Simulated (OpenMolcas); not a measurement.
**GeSiH5Cl (SMILES [SiH3][GeH2][Cl]) at 6 levels**

We compute a comparison of 6 runs (B3LYP/6-31G*, B2PLYP/def2-SVP, BLYP/def2-SVP, PBE0/def2-SVP, CCSD(T)/def2-SVP) of GeSiH5Cl. 

The calculation is run with OpenMolcas 26.06.

1 further run of the same task is left out (set aside as unsound or not needed).

**1. The molecule**

GeSiH5Cl has 8 atoms, charge 0, and is taken as a singlet. As SMILES, `[SiH3][GeH2][Cl]`. Geometry: relaxed at PBE0-D4/def2-TZVP.

Bond lengths: Si1–Ge2 2.380 Å, Ge2–Cl3 2.169 Å, Si1–H4 1.487 Å, Si1–H5 1.484 Å, Si1–H6 1.484 Å, Ge2–H7 1.537 Å, Ge2–H8 1.537 Å. Some angles: Si1–Ge2–Cl3 106.5°, Si1–Ge2–H7 114.0°, Si1–Ge2–H8 114.0°, Cl3–Ge2–H7 106.1°, Cl3–Ge2–H8 106.1°, Ge2–Si1–H4 109.5°, Ge2–Si1–H5 108.9°, Ge2–Si1–H6 108.9°, H7–Ge2–H8 109.6°, H4–Si1–H5 109.7°.

**2. Energy and forces at B3LYP/6-31G(d) (spherical functions) (run 1)**

Contents of mol.inp:

```
>>> EXPORT MOLCAS_PRINT=2

&GATEWAY
  BasLib
  $CurrDir
  BasisSet
  Si.6-31Gs....
  Si1 -0.863600 0.827300 -0.302500 angstrom
  End of Basis
  BasisSet
  Ge.6-31Gs....
  Ge2 0.738300 -0.882000 0.118400 angstrom
  End of Basis
  BasisSet
  Cl.6-31Gs....
  Cl3 1.963100 -0.183700 1.766200 angstrom
  End of Basis
  BasisSet
  H.6-31Gs....
  H4 -1.744900 0.416200 -1.427300 angstrom
  H5 -0.149800 2.078700 -0.658900 angstrom
  H6 -1.678500 1.035600 0.920200 angstrom
  H7 1.703100 -1.135200 -1.051200 angstrom
  H8 0.124600 -2.213900 0.579200 angstrom
  End of Basis

&SEWARD
  GridInput
  Grid=UltraFine
  End of Grid

&SCF
  KSDFT
  B3LYP
  Thresholds
  1e-10 1e-07 1e-07 1e-05
  PrOrbitals
  1 1

&ALASKA
```

The basis set 6-31G* is read from a file made from the Basis Set Exchange's data (not shown).

Launch:

```
$ export MOLCAS_MEM=1860
$ pymolcas mol.inp > mol.log
```

Output:

```text
--- Start Module: gateway ---
[...]
--- Stop Module: gateway /rc=_RC_ALL_IS_WELL_ ---
[...]
      Basis functions           78
[...]
--- Start Module: scf ---
[...]
       Convergence after  14 Iterations
[...]
::    Total KS-DFT energy                           -2829.4915850177
[...]
      Total spin, S                                     0.0000000000
[...]
      Total electronic charge=   68.000000
      Total            charge=   -0.000000
[...]
      Dipole Moment (debye):
      Origin of the operator (angstrom)=    0.6857   -0.3403    0.4256
                   X= -1.5981E+00               Y= -3.4622E-01               Z= -1.7758E+00           Total=  2.4140E+00
      Quadrupole Moment (debye*angstrom):
[...]
--- Stop Module: scf /rc=_RC_ALL_IS_WELL_ ---
[...]
--- Start Module: alaska ---
[...]
 *              Molecular gradients               *
 **************************************************
  Irreducible representation: a
 ------------------------------------------------------------------------------------------
                              X                       Y                       Z
 ------------------------------------------------------------------------------------------
  SI1               1.93967324752009E-03   -1.66221942398082E-03    7.94867227950746E-04
  GE2               4.59970305108337E-03    1.73189973435584E-03    5.59814556865135E-03
  CL3              -6.73767668444469E-03   -2.77146210959422E-03   -8.35748147554227E-03
  H4                6.05577296346471E-04   -2.36154521031762E-04    4.28154928786562E-04
  H5                2.89858781279184E-04   -6.03627802174600E-04    1.47667406525054E-04
  H6                5.10017231348581E-04   -4.51315775108929E-04   -8.49077399207587E-05
  H7               -2.16438961969079E-03    9.34390705493726E-04    2.34676784967114E-03
  H8                9.57236696584207E-04    3.05848919210128E-03   -8.73213766109160E-04
[...]
--- Stop Module: alaska /rc=_RC_ALL_IS_WELL_ ---
[...]
```

It took 56 s on 1 thread of AMD EPYC 7R43 (Zen 3), shared host; peak memory 0.44 GiB.

**3. Energy and forces at B3LYP/6-31G(d) (Cartesian functions) (run 2)**

Contents of run.input:

```
* ClGeH5Si Kohn-Sham DFT

&GATEWAY
  BasLib=$CurrDir
  Coord
  8
  angstrom
  Si      -0.863600       0.827300      -0.302500
  Ge       0.738300      -0.882000       0.118400
  Cl       1.963100      -0.183700       1.766200
  H       -1.744900       0.416200      -1.427300
  H       -0.149800       2.078700      -0.658900
  H       -1.678500       1.035600       0.920200
  H        1.703100      -1.135200      -1.051200
  H        0.124600      -2.213900       0.579200
  Basis=6-31Gs
  Group=NoSym

&SEWARD
  GridInput
  Grid=UltraFine
  End of Grid

&SCF
  KSDFT=B3LYP
  Thresholds=1e-10 1e-07 1e-07 1e-05
  PrOrbitals=1 2

&ALASKA
```

The basis set 6-31G* is read from a file made from the Basis Set Exchange's data (not shown).

Launch:

```
$ export MOLCAS_MEM=1860
$ pymolcas run.input > run.log
```

Output:

```text
--- Start Module: gateway ---
[...]
--- Stop Module: gateway /rc=_RC_ALL_IS_WELL_ ---
[...]
      Basis functions           83
[...]
--- Start Module: scf ---
[...]
       Convergence after  14 Iterations
[...]
::    Total KS-DFT energy                           -2829.5015516267
[...]
      Total spin, S                                     0.0000000000
[...]
      Total electronic charge=   68.000000
      Total            charge=   -0.000000
[...]
      Dipole Moment (debye):
      Origin of the operator (angstrom)=    0.6857   -0.3403    0.4256
                   X= -1.5931E+00               Y= -3.3929E-01               Z= -1.7664E+00           Total=  2.4027E+00
      Quadrupole Moment (debye*angstrom):
[...]
--- Stop Module: scf /rc=_RC_ALL_IS_WELL_ ---
[...]
--- Start Module: alaska ---
[...]
 *              Molecular gradients               *
 **************************************************
  Irreducible representation: a
 ------------------------------------------------------------------------------------------
                              X                       Y                       Z
 ------------------------------------------------------------------------------------------
  SI1               1.87395913545174E-03   -1.57682954884208E-03    7.87597298131715E-04
  GE2               4.54766324086586E-03    2.27898319318243E-03    5.90990077482800E-03
  CL3              -6.79703498320094E-03   -2.81058634037201E-03   -8.44087295629947E-03
  H4                6.06576043059803E-04   -2.50473139471796E-04    4.19665520957402E-04
  H5                2.99580951590439E-04   -5.92581976891715E-04    1.47439412814476E-04
  H6                5.05924412434577E-04   -4.49712182220230E-04   -7.08485272369330E-05
  H7               -1.81914489455615E-03    8.16267991414987E-04    1.96498668100720E-03
  H8                7.82476094366658E-04    2.58493200314813E-03   -7.17868204082706E-04
[...]
--- Stop Module: alaska /rc=_RC_ALL_IS_WELL_ ---
[...]
```

Wall time 59 s (1 thread of AMD EPYC 7R43 (Zen 3), shared host); peak memory 0.46 GiB.

Runs 3 to 4 aren't shown in full; the table further down has their settings and results.

**4. Energy and gradient at PBE0/def2-SVP (run 5)**

Contents of run.inp:

```
&GATEWAY
  BasLib=$CurrDir
  Coord
  8
  angstrom
  Si      -0.863600       0.827300      -0.302500
  Ge       0.738300      -0.882000       0.118400
  Cl       1.963100      -0.183700       1.766200
  H       -1.744900       0.416200      -1.427300
  H       -0.149800       2.078700      -0.658900
  H       -1.678500       1.035600       0.920200
  H        1.703100      -1.135200      -1.051200
  H        0.124600      -2.213900       0.579200
  Basis=def2-SVP
  Group=NoSym

&SEWARD
  GridInput
  Grid=UltraFine
  End of Grid

&SCF
  KSDFT=PBE0
  Thresholds=1e-10 1e-07 1e-07 1e-05
  PrOrbitals=1 1

&ALASKA
```

The basis set def2-SVP is read from a file made from the Basis Set Exchange's data (not shown).

Launch:

```
$ export MOLCAS_MEM=1860
$ pymolcas run.inp > run.log
```

Output:

```text
--- Start Module: gateway ---
[...]
--- Stop Module: gateway /rc=_RC_ALL_IS_WELL_ ---
[...]
      Basis functions           93
[...]
--- Start Module: scf ---
[...]
       Convergence after  12 Iterations
[...]
::    Total KS-DFT energy                           -2828.6957528407
[...]
      Total spin, S                                     0.0000000000
[...]
      Total electronic charge=   68.000000
      Total            charge=   -0.000000
[...]
      Dipole Moment (debye):
      Origin of the operator (angstrom)=    0.6857   -0.3403    0.4256
                   X= -1.3606E+00               Y= -3.0740E-01               Z= -1.5201E+00           Total=  2.0631E+00
      Quadrupole Moment (debye*angstrom):
[...]
--- Stop Module: scf /rc=_RC_ALL_IS_WELL_ ---
[...]
--- Start Module: alaska ---
[...]
 *              Molecular gradients               *
 **************************************************
  Irreducible representation: a
 ------------------------------------------------------------------------------------------
                              X                       Y                       Z
 ------------------------------------------------------------------------------------------
  SI1              -1.65867756210503E-03    1.88867790217273E-03   -3.43273163674773E-04
  GE2               5.59339161733341E-04    1.20680110390481E-03    1.34052376101579E-03
  CL3              -1.70484169664675E-03   -1.49188169352321E-03   -2.63842680224258E-03
  H4                1.81406206378121E-03    6.65555923604844E-04    2.19424891153341E-03
  H5               -1.31882435986341E-03   -2.48691494144637E-03    6.81335744606049E-04
  H6                1.62151517195319E-03   -4.78447282661776E-04   -2.36143748916984E-03
  H7               -1.52173419332158E-05    1.07558322908430E-04    9.32343300130256E-04
  H8                7.02644562986965E-04    5.88650664917090E-04    1.94685737933131E-04
[...]
--- Stop Module: alaska /rc=_RC_ALL_IS_WELL_ ---
[...]
```

Wall time 57 s (1 thread of AMD EPYC 7R43 (Zen 3), shared host); peak memory 0.51 GiB.

**5. The energy at CCSD(T)/def2-SVP (run 6)**

Contents of mol.input:

```
* ClGeH5Si CCSD(T)
&GATEWAY
BasLib=$CurrDir
Coord
8
angstrom
Si      -0.863600       0.827300      -0.302500
Ge       0.738300      -0.882000       0.118400
Cl       1.963100      -0.183700       1.766200
H       -1.744900       0.416200      -1.427300
H       -0.149800       2.078700      -0.658900
H       -1.678500       1.035600       0.920200
H        1.703100      -1.135200      -1.051200
H        0.124600      -2.213900       0.579200
Basis=def2-SVP
Group=NoSym
&SEWARD
&SCF
Thresholds=1e-10 1e-07 1e-07 1e-05
PrOrbitals=1 1
&RASSCF
FileOrb=$Project.ScfOrb
Spin=1
Nactel=0 0 0
Inactive=34
Ras2=0
OutOrbitals=Canonical
OrbListing=Few
&MOTRA
JobIph
Frozen=19
&CCSDT
CCT
Triples=2
Iterations=80
Accuracy=1e-08
Extrapolation=5 4
```

The basis set def2-SVP is read from a file made from the Basis Set Exchange's data (not shown).

Launch:

```
$ export MOLCAS_MEM=1860
$ pymolcas mol.input > mol.log
```

Output:

```text
--- Start Module: gateway ---
[...]
--- Stop Module: gateway /rc=_RC_ALL_IS_WELL_ ---
[...]
      Basis functions           93
[...]
       Convergence after  13 Iterations
[...]
::    Total SCF energy                              -2826.2477417717
[...]
      Total spin, S                                     0.0000000000
[...]
      Number of active orbitals                  0
[...]
      Spin quantum number                      0.0
[...]
      Active orbitals                            0
[...]
      Number of CSFs                             1
[...]
      Number of root(s) required                 1
[...]
      Convergence after  4 iterations
[...]
      Natural orbitals and occupation numbers for root  1
      ************************************************************************************************************************
      *                                                    Final results                                                     *
      ************************************************************************************************************************
[...]
::    RASSCF root number  1 Total energy:  -2826.24774177
[...]
      Total electronic charge=   68.000000
      Total            charge=   -0.000000
[...]
      Dipole Moment (debye):
      Origin of the operator (angstrom)=    0.6857   -0.3403    0.4256
                   X= -1.5389E+00               Y= -3.5362E-01               Z= -1.7232E+00           Total=  2.3373E+00
      Quadrupole Moment (debye*angstrom):
[...]
--- Start Module: motra ---
[...]
      *** WARNING: Default frozen orbitals is overwritten by user input.
      *** Default values:  21
[...]
--- Stop Module: motra /rc=_RC_ALL_IS_WELL_ ---
[...]
--- Start Module: ccsdt ---
[...]
      Convergence after                    13  Iterations
      Total energy (diff) :   -2826.75652333      -0.00000001
[...]
 METHOD                       : CCSD+T(CCSD)+<T3(1)WT1> = CCSD(T)
[...]
       CCSD     =     -2826.7565233278115
[...]
--- Stop Module: ccsdt /rc=_RC_ALL_IS_WELL_ ---
[...]
```

Wall time 59 s (1 thread of AMD EPYC 7R43 (Zen 3), shared host); peak memory 0.51 GiB.

**6. Overview of the runs**

```tsv
run	level	Cartesian functions	task	energy (Eh)	dipole moment (D) of the reference	HOMO energy (eV)	LUMO energy (eV)	wall time
1	B3LYP/6-31G* (spherical functions)	no	gradient	-2829.491585	2.41	-7.81	-0.79	56 s
2	B3LYP/6-31G* (Cartesian functions)	yes	gradient	-2829.501552	2.40	-7.82	-0.80	59 s
3	B2PLYP/def2-SVP	no	energy	-2828.570834	2.15	-9.06	0.84	44 s
4	BLYP/def2-SVP	no	gradient	-2829.259600	1.82	-6.57	-1.11	47 s
5	PBE0/def2-SVP	no	gradient	-2828.695753	2.06	-8.06	-0.47	57 s
6	CCSD(T)/def2-SVP	no	energy	-2826.769192	2.34	-10.87	2.90	59 s
```

**7. Outcome**

| quantity | value |
| --- | --- |
| run 6: total energy | -2826.76919 Eh |
| run 6: dipole moment (mean-field density) | 2.34 D |
| run 6: HOMO energy (Hartree–Fock orbitals) | -10.87 eV |
| run 6: LUMO energy (Hartree–Fock orbitals) | 2.90 eV |
| run 6: HOMO–LUMO gap (Hartree–Fock orbitals) | 13.77 eV |
| run 6: correlation energy (19 core orbitals frozen) | -521.4 mEh |
| run 6: (T) correction | -12.67 mEh |

**Reading.** Over runs 1, 2, 3, 4, 5 the dipole moment (its size) runs from 1.82 D (BLYP/def2-SVP) to 2.41 D (B3LYP/6-31G*). The two ends differ in method and basis. Over runs 1, 2, 3, 4, 5 the HOMO–LUMO gap runs from 5.46 eV (BLYP/def2-SVP) to 9.90 eV (B2PLYP/def2-SVP). A double hybrid's value is that of its SCF part. For B2PLYP the log adds the whole second-order term; the table takes 0.27 of it, as the functional is defined. Totals of different functionals can't be ranked against each other. All runs together took 5.4 min, the longest 59 s.
